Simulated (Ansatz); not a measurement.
# ReBPt: the cost of one run

Computed with Ansatz 0.2.0 (DFT PBE, scalar-relativistic, plane waves, PAW, unless a step's input says otherwise).

**1. Starting point**

Symmetry: P4/nmm, No. 129, tetragonal system. Conventional cell: a = 3.414 Å, b = 3.414 Å, c = 5.695 Å, α = 90.00°, β = 90.00°, γ = 90.00°. Around Re (site symmetry 4mm) lie 5 Pt at 2.19 to 2.51 Å. B (site symmetry -4m2) is surrounded by 4 Pt at 2.21 Å. Around Pt (site symmetry 4mm) lie 5 Re at 2.19 to 2.51 Å and 4 B at 2.21 Å.

As a file:

```cif
data_structure
_symmetry_space_group_name_H-M 'P4/nmm:1'
_symmetry_Int_Tables_number 129
_cell_length_a 3.4139
_cell_length_b 3.4139
_cell_length_c 5.6947
_cell_angle_alpha 90.000
_cell_angle_beta 90.000
_cell_angle_gamma 90.000
_cell_volume 66.37
loop_
_atom_site_label
_atom_site_type_symbol
_atom_site_symmetry_multiplicity
_atom_site_Wyckoff_symbol
_atom_site_fract_x
_atom_site_fract_y
_atom_site_fract_z
_atom_site_occupancy
Re1 Re 2 c 0.00000 0.50000 0.36848 1
B1 B 2 a 0.00000 0.00000 0.00000 1
Pt1 Pt 2 c 0.00000 0.50000 0.75331 1
```

A structure generator made this guess: species swapped into a database cell of NiPRh (P4/nmm, No. 129), with B on the Ni sites, Pt on the P sites and Re on the Rh sites. Lengths come from tabulated atomic sizes and are only a guess.

**2. Probe: one point on a coarse mesh**

Input file input.yaml:

```yaml
crystal:
  lattice:
    - [3.41394907, 0.0, 0.0]
    - [0.0, 3.41394907, 0.0]
    - [0.0, 0.0, 5.69473235]
  atoms:
    - { symbol: Re, position: [0.0, 0.5, 0.36847758] }
    - { symbol: Re, position: [0.5, 0.0, 0.63152242] }
    - { symbol: B, position: [0.0, 0.0, 0.0] }
    - { symbol: B, position: [0.5, 0.5, 0.0] }
    - { symbol: Pt, position: [0.0, 0.5, 0.75330508] }
    - { symbol: Pt, position: [0.5, 0.0, 0.24669492] }
basis:
  ecutwfc: 420
kpoints:
  mp_grid: { grid: [6, 6, 4] }
hamiltonian:
  xc: pbe
scf:
  occupations: { method: gaussian, width: 0.1 }
  lower_state_search: "off"
output:
  forces: true
  stress: true
  eigenvalues: true
```

Command:

```console
> ansatz run input.yaml --threads 1 --pin off --max-ram 2560MiB --backend cpu --events-out ev --progress --plain --runs-dir out
```

What time and memory should one allow on 1 thread of Arm Neoverse V1, shared host?

About 4.3 s, with a peak of 0.37 GiB.
